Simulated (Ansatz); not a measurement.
# Ag: the cost of one run

Program: Ansatz 0.2.0. Level of theory: DFT PBEsol, scalar-relativistic, plane waves, PAW. These are calculated values, not measurements.

This is Ag in the hcp structure; at room conditions it is fcc.

1 further run of the same task is left out (set aside as unsound or not needed).

### Step 1. The structure to begin with

The structure is hexagonal, space group P6_3/mmc (No. 194). Conventional cell: a = 2.867 Å, b = 2.867 Å, c = 4.691 Å, α = 90.00°, β = 90.00°, γ = 120.00°. Ag (site symmetry -6m2) is surrounded by 12 Ag at 2.87 Å.

Coordinates:

```
Ag
1.0
     2.86706    0.00000    0.00000
    -1.43353    2.48295    0.00000
     0.00000    0.00000    4.69071
Ag
2
Direct
  0.33333 0.66667 0.25000
  0.66667 0.33333 0.75000
```

It is the result of an earlier relaxation at this level (volume 16.70 Å³/atom; gap on the mesh: none (metal)).

### Step 2. The undisturbed cell

input.yaml reads:

```yaml
crystal:
  lattice:
    - [2.8670626691, 0.0, 0.0]
    - [-1.4335313346, 2.4829491057, 0.0]
    - [0.0, 0.0, 4.6907149313]
  atoms:
    - { symbol: Ag, position: [0.3333333333, 0.6666666667, 0.25] }
    - { symbol: Ag, position: [0.6666666667, 0.3333333333, 0.75] }
basis:
  ecutwfc: 420
kpoints:
  mp_grid: { grid: [12, 12, 8] }
hamiltonian:
  xc: pbesol
scf:
  occupations: { method: gaussian, width: 0.15 }
output:
  forces: true
  stress: true
  eigenvalues: true
```

Launch:

```
$ ansatz run input.yaml --threads 1 --pin off --max-ram 2560MiB --backend cpu --events-out ev --progress --plain --runs-dir out
```

**Question.** How long does this run take on 1 thread of AMD EPYC 7R43 (Zen 3), shared host, and how much memory does it need?

About 2.9 s, with a peak of 0.36 GiB.
